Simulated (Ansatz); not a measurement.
# ClH3OSiZn: two geometries relaxed

Aim: relax the geometries before and after the rotation by 180° about the O2–Zn3 bond, and see whether they are two minima and how far apart in energy. SMILES of the start: [SiH3][O][Zn][Cl].

Program: Ansatz 0.2.0. Level of theory: RKS revPBE/def2-SVP. These are calculated values, not measurements.

**1. The system as given**

Bond lengths: Si1–O2 1.617 Å, O2–Zn3 1.722 Å, Zn3–Cl4 2.054 Å, Si1–H5 1.467 Å, Si1–H6 1.467 Å, Si1–H7 1.463 Å. Angles: Si1–O2–Zn3 153.5°, O2–Si1–H5 109.1°, O2–Si1–H6 109.2°, O2–Si1–H7 102.1°, H5–Si1–H6 109.9°, H5–Si1–H7 113.1°, H6–Si1–H7 113.1°, O2–Zn3–Cl4 145.4°.

As a file:

```xyz
7

Si   -0.5489    1.0754    0.3400
O    -0.0241   -0.4103   -0.0233
Zn    1.1238   -1.5280   -0.6542
Cl    1.5478   -3.5104   -0.9843
H    -0.6050    1.8791   -0.8861
H     0.3746    1.6916    1.2988
H    -1.8683    0.8026    0.9090
```

**2. Relaxing end A**

input.yaml reads:

```yaml
crystal:
  periodic: [false, false, false]
  atoms:
    - { symbol: Si, position_ang: [-0.54887, 1.07539, 0.34002] }
    - { symbol: O, position_ang: [-0.02411, -0.41025, -0.02327] }
    - { symbol: Zn, position_ang: [1.12381, -1.52803, -0.65416] }
    - { symbol: Cl, position_ang: [1.54785, -3.51039, -0.98435] }
    - { symbol: H, position_ang: [-0.60497, 1.87906, -0.88606] }
    - { symbol: H, position_ang: [0.37463, 1.69162, 1.29883] }
    - { symbol: H, position_ang: [-1.86834, 0.8026, 0.909] }
basis:
  gaussian: { orbitals: def2-SVP }
hamiltonian:
  xc: revpbe
relax:
  f_tol: 0.015
  max_steps: 40
```

Run with:

```sh
> ansatz run input.yaml --threads 2 --pin off --max-ram 3072MiB --backend cpu --events-out ev --progress --plain --runs-dir out
```

What it wrote (excerpt; [...] marks lines left out):

```text
Warning: RAYON_NUM_THREADS=2 ignored (pool sized by the plan → 2); use --threads N
[...]
Functional definition: revPBE
[...]
1066 factors; their error is unknown
[...]
mean field -70894.97319900 eV, -2605.3422107244 hartree, gradient 8.5e-6 eV, S^2 0.000000; 0 other end points of the search recorded, 0 dependent functions left out
[...]
reference -70894.97326099 eV, -2605.3422130025 hartree; 36, 36 occupied and 60, 60 virtual orbitals, 1066 factors
relax step   1: F+E_penalty+E_count = -70894.97319900 eV  Δ(F+E_penalty+E_count) = +0.000e0 eV  max|allowed force component| = 1.083e0 eV/Å  Δτ_max = 0.0000 Å  (27 SCF iters, accepted)
[...]
relax step   4: F+E_penalty+E_count = -70895.43988159 eV  Δ(F+E_penalty+E_count) = -3.226e-2 eV  max|allowed force component| = 2.960e-1 eV/Å  Δτ_max = 0.1890 Å  (30 SCF iters, accepted)
[...]
relax step   7: F+E_penalty+E_count = -70895.45408318 eV  Δ(F+E_penalty+E_count) = -2.179e-3 eV  max|allowed force component| = 1.357e-1 eV/Å  Δτ_max = 0.0281 Å  (30 SCF iters, accepted)
[...]
relax step  10: F+E_penalty+E_count = -70895.45935103 eV  Δ(F+E_penalty+E_count) = -2.666e-4 eV  max|allowed force component| = 4.377e-2 eV/Å  Δτ_max = 0.0151 Å  (29 SCF iters, accepted)
[...]
relax step  12: F+E_penalty+E_count = -70895.45966279 eV  Δ(F+E_penalty+E_count) = +8.133e-5 eV  max|allowed force component| = 1.827e-2 eV/Å  Δτ_max = 0.0249 Å  (28 SCF iters, rejected (line search))
relax step  13: F+E_penalty+E_count = -70895.45974411 eV  Δ(F+E_penalty+E_count) = +0.000e0 eV  max|allowed force component| = 1.160e-2 eV/Å  Δτ_max = 0.0000 Å  (29 SCF iters, accepted)
1066 factors; their error is unknown
[...]
mean field -70895.45974411 eV, -2605.3600909276 hartree, gradient 1.5e-5 eV, S^2 0.000000; 1 other end points of the search recorded, 0 dependent functions left out
[...]
reference -70895.45980635 eV, -2605.3600932148 hartree; 36, 36 occupied and 60, 60 virtual orbitals, 1066 factors
Total energy: -70895.45980635 eV, -2605.3600932148 hartree
Atom 0 at    -0.566525     1.014284     0.341214 Å, force    -0.001310    -0.002356     0.000238 eV/Å
Atom 1 at    -0.457048    -0.642570     0.149199 Å, force    -0.007320     0.011603     0.004356 eV/Å
Atom 2 at     0.760835    -1.778007    -0.494105 Å, force     0.010178    -0.005503    -0.005088 eV/Å
Atom 3 at     2.104506    -3.238441    -1.221790 Å, force    -0.004358     0.003712     0.002316 eV/Å
Atom 4 at    -0.469013     1.748205    -0.978671 Å, force     0.002277    -0.003404     0.006814 eV/Å
Atom 5 at     0.524702     1.557031     1.238386 Å, force    -0.003808    -0.002347    -0.006632 eV/Å
Atom 6 at    -1.897457     1.339499     0.965776 Å, force     0.004341    -0.001705    -0.002005 eV/Å
Dipole moment:     0.002525     0.056477     0.003769 e Å
```

Wall time 26 s (2 threads of Arm Neoverse V1, shared host); peak memory 0.15 GiB.

Relaxation path:

| step | energy from step 1 (eV) | largest force component (eV/Å) |
| --- | --- | --- |
| 1 | 0.0000 | 1.0828 |
| 2 | -0.3160 | 0.8096 |
| 3 | -0.4344 | 0.1679 |
| 4 | -0.4667 | 0.2960 |
| 5 | -0.4668 | 0.6212 |
| 6 | -0.4787 | 0.2554 |
| 7 | -0.4809 | 0.1357 |
| 8 | -0.4846 | 0.0323 |
| 9 | -0.4859 | 0.0226 |
| 10 | -0.4862 | 0.0438 |
| 11 | -0.4865 | 0.0116 |
| 12x | -0.4865 | 0.0183 |
| 13 | -0.4865 | 0.0116 |

Step 1 is the start. 1 step was tried and not accepted (marked x).

After: Bond lengths: Si1–O2 1.672 Å, O2–Zn3 1.785 Å, Zn3–Cl4 2.114 Å, Si1–H5 1.513 Å, Si1–H6 1.513 Å, Si1–H7 1.506 Å. Angles: Si1–O2–Zn3 135.8°, O2–Si1–H5 112.1°, O2–Si1–H6 112.1°, O2–Si1–H7 108.6°, H5–Si1–H6 107.3°, H5–Si1–H7 108.3°, H6–Si1–H7 108.3°, O2–Zn3–Cl4 175.8°.

**3. Relaxing end B**

The second end starts from a geometry with the move made by hand.

input.yaml, as its differences from that of step 2:

```diff
@@ -6,3 +6,3 @@
     - { symbol: Zn, position_ang: [1.12381, -1.52803, -0.65416] }
-    - { symbol: Cl, position_ang: [1.54785, -3.51039, -0.98435] }
+    - { symbol: Cl, position_ang: [2.9536, -1.74033, -1.56266] }
     - { symbol: H, position_ang: [-0.60497, 1.87906, -0.88606] }
```

Run with:

```sh
> ansatz run input.yaml --threads 2 --pin off --max-ram 3072MiB --backend cpu --events-out ev --progress --plain --runs-dir out
```

What it wrote (excerpt; [...] marks lines left out):

```text
Warning: RAYON_NUM_THREADS=2 ignored (pool sized by the plan → 2); use --threads N
[...]
[... 1 set-up line as earlier in the session ...]
[...]
1066 factors; their error is unknown
[...]
mean field -70894.87076377 eV, -2605.3384462993 hartree, gradient 4.2e-5 eV, S^2 0.000000; 0 other end points of the search recorded, 0 dependent functions left out
[...]
reference -70894.87082522 eV, -2605.3384485576 hartree; 36, 36 occupied and 60, 60 virtual orbitals, 1066 factors
relax step   1: F+E_penalty+E_count = -70894.87076377 eV  Δ(F+E_penalty+E_count) = +0.000e0 eV  max|allowed force component| = 1.099e0 eV/Å  Δτ_max = 0.0000 Å  (25 SCF iters, accepted)
[...]
relax step   5: F+E_penalty+E_count = -70895.45818469 eV  Δ(F+E_penalty+E_count) = -2.764e-3 eV  max|allowed force component| = 2.502e-1 eV/Å  Δτ_max = 0.0254 Å  (29 SCF iters, accepted)
[...]
mean field -70895.45963164 eV, -2605.3600867942 hartree, gradient 1.5e-5 eV, S^2 0.000000; 1 other end points of the search recorded, 0 dependent functions left out
[...]
reference -70895.45969394 eV, -2605.3600890838 hartree; 36, 36 occupied and 60, 60 virtual orbitals, 1066 factors
Total energy: -70895.45969394 eV, -2605.3600890838 hartree
Atom 0 at    -0.609065     1.036782     0.365127 Å, force    -0.002735     0.012251     0.001919 eV/Å
Atom 1 at    -0.058600    -0.492266    -0.021276 Å, force    -0.000460    -0.011762    -0.000956 eV/Å
Atom 2 at     1.403580    -1.190132    -0.769803 Å, force    -0.009081     0.008860     0.004989 eV/Å
Atom 3 at     3.065551    -2.163863    -1.636973 Å, force     0.010860    -0.004402    -0.005232 eV/Å
Atom 4 at    -0.710220     1.931744    -0.850552 Å, force     0.001455    -0.003003    -0.002955 eV/Å
Atom 5 at     0.293568     1.734488     1.358676 Å, force     0.003290    -0.003507     0.000302 eV/Å
Atom 6 at    -1.979064     0.913307     0.976500 Å, force    -0.003328     0.001563     0.001934 eV/Å
Dipole moment:    -0.008662     0.055013     0.009018 e Å
```

It took 14 s on 2 threads of Arm Neoverse V1, shared host; peak memory 0.15 GiB.

Step by step:

| step | energy from step 1 (eV) | largest force component (eV/Å) |
| --- | --- | --- |
| 1 | 0.0000 | 1.0994 |
| 2 | -0.3519 | 0.8154 |
| 3 | -0.5088 | 0.5581 |
| 4 | -0.5847 | 0.2873 |
| 5 | -0.5874 | 0.2502 |
| 6 | -0.5889 | 0.0123 |

Step 1 is the start.

After: Bond lengths: Si1–O2 1.670 Å, O2–Zn3 1.785 Å, Zn3–Cl4 2.112 Å, Si1–H5 1.513 Å, Si1–H6 1.513 Å, Si1–H7 1.505 Å. Angles: Si1–O2–Zn3 136.5°, O2–Si1–H5 112.2°, O2–Si1–H6 112.2°, O2–Si1–H7 108.6°, H5–Si1–H6 107.1°, H5–Si1–H7 108.3°, H6–Si1–H7 108.3°, O2–Zn3–Cl4 175.6°.

**4. Outcome**

```
                           quantity                     value
                              end A  11 moves, 0.487 eV lower
                              end B   5 moves, 0.589 eV lower
largest difference between the ends                    0.02 Å
            end B relative to end A                 +0.000 eV
```

**Reading.** Both starts fell into the same minimum (no atom differs by more than 0.02 Å), so from this start no second minimum was found and no band was run; another arrangement could still be one.
